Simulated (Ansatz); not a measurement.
# GeCl2 + HCl: a complex and its separated parts

Aim: how far the complex at one end of a reaction step lies below its separated, relaxed parts, level by level.

The runs use Ansatz 0.2.0, Gaussian basis; PBE0-D4/def2-TZVP structures, single points in def2-TZVPP, no counterpoise correction.

Levels: SPW92, PBE-D4, BLYP-D4, r2SCAN-D4, B97M-V, PBE0-D4, B3LYP-D4, r2SCAN0-D4, BHLYP-D4, CAM-B3LYP-D4, wB97X-V, wB97M-V, B2PLYP, PBE-QIDH, RPA on PBE, Hartree-Fock, MP2, CCSD, CCSD(T).

Correlated methods freeze the cores. Filled d shells of the heavier atoms are correlated. B3LYP uses VWN-RPA correlation. B2PLYP carries no dispersion term here.

## 1. Starting geometry

The complex: 5 atoms, charge 0, spin multiplicity 1.

Atoms are counted from 1 here; the program's logs count them from 0.

Bond lengths: Ge1–Cl2 2.222 Å, Ge1–Cl3 2.189 Å, H4–Cl5 1.287 Å. Angles: Cl2–Ge1–Cl3 99.1°.

As a file:

| atom | x (Å) | y (Å) | z (Å) |
| --- | --- | --- | --- |
| Ge1 | 1.0936 | 0.8803 | 0.0320 |
| Cl2 | 1.1799 | -1.0788 | -1.0125 |
| Cl3 | 1.0137 | 0.1661 | 2.0993 |
| H4 | -1.4358 | -0.5557 | -0.7689 |
| Cl5 | -1.8513 | 0.5880 | -0.3502 |

Its parts: GeCl2 holds atoms 1, 2, 3; HCl holds atoms 4, 5. Each part counts its atoms afresh in its own runs.

## 2. Relaxing GeCl2 alone

Input file relax-a/in.yaml:

```yaml
crystal:
  periodic: [false, false, false]
  atoms:
    - {symbol: Ge, position_ang: [1.093592, 0.880291, 0.032043]}
    - {symbol: Cl, position_ang: [1.179874, -1.078809, -1.012458]}
    - {symbol: Cl, position_ang: [1.013713, 0.166140, 2.099313]}
basis:
  gaussian: {orbitals: def2-TZVP}
hamiltonian: {xc: pbe0, dispersion: d4}
relax: {f_tol: 0.005, max_steps: 200}
```

The command line of these runs was not kept.

Further steps of the session: Relaxing HCl alone; wB97M-V/def2-TZVPP; CCSD(T)/def2-TZVPP; Vibrations of GeCl2; Vibrations of HCl.

What does the calculation give? Wanted: complex less parts, CCSD(T)/def2-TZVPP; with zero-point energy; largest T1 diagnostic.

The runs gave:

| quantity | value |
| --- | --- |
| complex less parts, CCSD(T)/def2-TZVPP | -13.2 kJ/mol |
| with zero-point energy | -9.5 kJ/mol |
| largest T1 diagnostic | 0.013 |

**Reading.** At CCSD(T) the complex lies 13.2 kJ/mol below its parts. Among the functionals B2PLYP lands nearest to CCSD(T) (+1.5 kJ/mol) and SPW92 farthest (-24.0 kJ/mol). By rung, the mean size of the error is: LDA 24.0, GGA 11.0, meta-GGA 7.5, hybrid 8.2, range-separated hybrid 6.8, double hybrid 2.5 kJ/mol. PBE-D4 gives a relative energy 12.2 kJ/mol too low, outside chemical accuracy (1 kcal/mol, 4.2 kJ/mol). No counterpoise was applied, and triple zeta lacks some correlation, so the CCSD(T) reference has a basis error of its own, and close matches with it are partly luck.
